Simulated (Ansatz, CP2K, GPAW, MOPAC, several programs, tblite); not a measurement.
# Many methods on one cell: CdSiSb₂ (ordering on zincblende)

CdSiSb₂ as one 4-atom ordering (P-4m2) on the zincblende lattice, relaxed with r2SCAN in Ansatz, was computed with several methods. The symmetry is P-4m2 (No. 115, tetragonal); a = 4.346 Å, c = 6.462 Å in the conventional setting, 30.52 Å³ an atom. Cd has 4 Sb at 2.78 Å; Sb has 2 Si at 2.64 Å and 2 Cd at 2.78 Å; Si has 4 Sb at 2.64 Å. No spin polarisation and no zero-point or thermal motion; the cell was built from a prototype and may be hypothetical.

Space group P-4m2 (No. 115). a = 4.346 Å, b = 4.346 Å, c = 6.462 Å, α = 90.00°, β = 90.00°, γ = 90.00°

| atom | site | symmetry | x | y | z |
| --- | --- | --- | --- | --- | --- |
| Cd | 1a | -4m2 | 0.0000 | 0.0000 | 0.0000 |
| Sb | 2g | 2mm. | 0.0000 | 0.5000 | 0.2672 |
| Si | 1c | -4m2 | 0.5000 | 0.5000 | 0.5000 |

Gaps and times are for a single point on this cell; volume and bulk modulus come from each method's own relaxation or energy curve at fixed shape, which is too stiff where a cell has free coordinates or axes. Times are rough, from shared hosts (Arm Neoverse N1), and each method has its own mesh and cell size. A double dagger marks a value from a curve with shape and coordinates held. PM7 (MOPAC): levels, charges or heat of formation failed a check of plausibility, so no values are given. PM7 (MOPAC), GFN1-xTB (tblite), GFN2-xTB (tblite) treat a cluster of cells at its zone centre, which samples few k points: where these miss a band edge, the gap comes out too large for that reason alone. Gaps from k meshes are read at a limited set of points (mesh, symmetry points, PBE's band edges), so each method's own least gap may be somewhat smaller. xTB and the PM methods were fitted mostly to molecules, and can miss a solid's gap by electronvolts. Minimal bases can be far off for gaps. d marks a direct gap, i an indirect one (no mark: not told apart), a dash a value that wasn't computed or didn't pass its checks.

```tsv
method	kind	gap (eV)	own volume (Å³/atom)	bulk modulus (GPa)	atoms computed	processor time
GFN1-xTB (tblite)	tight binding	0	31.76‡	50‡	32	3.2 s
light PBE (260 eV and a coarse mesh)	light plane-wave	overlap 0.37	–	–	4	3.3 s
GFN2-xTB (tblite)	tight binding	0.94	–	–	32	5.3 s
PBE/SZV (CP2K)	small basis	overlap 0.29	32.91‡	44‡	4	13 s
PBE/single zeta (GPAW)	small basis	overlap 0.54	–	–	4	22 s
PBE	semilocal	overlap 0.47	31.46	44‡	4	22 s
PBE/DZVP (CP2K)	small basis	overlap 0.46	31.91‡	43‡	4	27 s
r2SCAN	semilocal	overlap 0.32	30.52	50‡	4	53 s
PM7 (MOPAC)	semi-empirical	–	–	–	32	97 s
```

Volumes against r2SCAN's: PBE +3.1 %.

With PBE and r2SCAN the bands overlap or touch, or nearly. Semilocal functionals can close a real gap, so this doesn't show a metal; small gaps of other methods may in turn close between the points read or with spin-orbit coupling, and the solid may be a semimetal.

No spin-orbit coupling is included; it can move band edges with weight on the heavy atoms by tenths of an eV.
